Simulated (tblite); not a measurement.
# C5H11NOSi2: the cost of one run

Programs: tblite 0.8.0 and PySCF 2.14.0, with density-fitted response routines of our own. Each step states its level of theory. These are calculated values for one molecule, in the gas phase or a continuum, unless marked as measured. Atoms are numbered from 0 throughout.

### 1 Starting geometry

20 atoms, charge 0, multiplicity 1; geometry from: force field or distance geometry start.

Bonds of the start (Å): N0–C1 1.15, C1–C2 1.46, C2–C3 1.55, C3–C4 1.56, C4–C5 1.54, C5–Si6 1.92, Si6–O7 1.65, O7–Si8 1.66, C5–C2 1.55, C2–H9 1.09, C3–H10 1.10, C3–H11 1.09, C4–H12 1.09, C4–H13 1.08, C5–H14 1.10, Si6–H15 1.50, Si6–H16 1.48, Si8–H17 1.48, Si8–H18 1.49, Si8–H19 1.48.

### 2 Optimising the geometry with GFN2-xTB

The job: settings as JSON, then the geometry in Å.

```
{"job": {"kind": "relax", "xc": "GFN2-xTB", "basis": "xTB"}, "charge": 0, "multiplicity": 1}
N     -2.415200     3.012300    -0.844100
C     -1.947800     1.965100    -0.807200
C     -1.326400     0.645100    -0.727500
C     -2.322300    -0.543400    -0.783900
C     -1.387800    -1.261000     0.237900
C     -0.958200     0.150700     0.692200
Si     0.889900     0.365500     1.155500
O      1.916200    -0.177700    -0.020400
Si     3.541800    -0.344300    -0.283400
H     -0.542100     0.529200    -1.474200
H     -3.324400    -0.347800    -0.374800
H     -2.429500    -1.047700    -1.743800
H     -0.616800    -1.862700    -0.246100
H     -1.887000    -1.874000     0.979300
H     -1.599100     0.553800     1.495700
H      1.169100    -0.378700     2.422400
H      1.173300     1.798600     1.404200
H      3.756400    -0.926900    -1.630700
H      4.183100     0.993500    -0.201900
H      4.121700    -1.239100     0.747500
```

The run is started by

```console
OMP_NUM_THREADS=1 python probes_run.py task.json out
```

One launch serves the whole session: the jobs run in the order shown.

**Question.** How long does this first job take on 1 thread of Arm Neoverse N1, shared host, and how much memory does it need?

About 2.3 s, with a peak of 0.18 GiB.
